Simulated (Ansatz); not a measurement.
**C2H2AlF: short molecular-dynamics run from a Python script**

How does C2H2AlF move over a short run? The task is a short molecular-dynamics run, for C2H2AlF.

Computed with Ansatz 0.2.0 through its Python package. Level of theory: B3LYP/def2-SVP.

## 1. The structure

Bond lengths: C1–C2 1.253 Å, C2–Al3 1.962 Å, Al3–F4 1.714 Å, C1–H5 1.026 Å, Al3–H6 1.611 Å. Angles: C1–C2–Al3 178.2°, C2–C1–H5 174.6°, C2–Al3–F4 118.6°, C2–Al3–H6 118.4°, F4–Al3–H6 123.0°.

No structure file is read: the coordinates are typed or built in the script.

## 2. Script

Contents of md.py:

```python
"""A short Born-Oppenheimer trajectory of C2H2AlF."""

import warnings

import ansatz as az
from ase import Atoms
import numpy as np


def main() -> None:
    warnings.simplefilter("ignore", az.DeckWarning)

    atoms = Atoms(["C", "C", "Al", "F", "H", "H"], positions=[
        (1.7292, -0.3068, -0.7793),
        (0.604, -0.09, -0.2718),
        (-1.153, 0.1957, 0.5528),
        (-2.4006, -0.936, 0.2361),
        (2.625, -0.4225, -1.2655),
        (-1.3625, 1.4955, 1.4815),
    ])
    geometry = az.Crystal.molecule_from_ase(atoms)

    model = geometry.calculation()
    model = model.basis(gaussian="def2-SVP")
    model = model.functional("b3lyp").md("nvt_langevin", timestep=0.5, steps=40, temperature=300, initial_velocities="maxwell_boltzmann", seed=65, friction=0.02)
    frames = []
    model.session().plan().execute(on_event=lambda e: frames.append(e["data"]) if e["event"] == "md_step" else None)
    print("t (fs)   E_pot (eV)      E_kin (eV)   T (K)   d(0-1) (A)")
    for f in frames[::2]:
        xyz = np.array(f["positions_ang"])
        print(f"{f['time_fs']:6.2f} {f['lagrangian_ev']:14.5f} {f['e_kin_ev']:10.5f} {f['temperature_k']:8.1f} {np.linalg.norm(xyz[0] - xyz[1]):9.4f}")
    print("mean temperature", round(float(np.mean([f["temperature_k"] for f in frames])), 1), "K")


if __name__ == "__main__":
    main()
```

## 3. The run

On the command line:

```
python md.py
```

**Question.** What results will this script give? Wanted: total energy; dipole moment; mean temperature, second half; farthest move.

As calculated:

```
                     quantity            value
                 total energy   -11415.1562 eV
                dipole moment           2.12 D
            length of the run  40 steps, 20 fs
mean temperature, second half            349 K
                farthest move           0.37 Å
```

In words: The temperature swings between 152 and 490 K, with a mean of 349 K in the second half; 6 atoms fluctuate widely. A run of 20 fs is far too short for averages. The trajectory is only some femtoseconds long, and gives no averages; where the script doesn't relax first, it starts from a rough generated geometry. b3lyp holds the VWN-RPA fit, as in Gaussian; the form of ORCA and Turbomole is b3lyp5. The printed temperature counts all 3N degrees of freedom under Langevin dynamics, so the first row lies under the target.
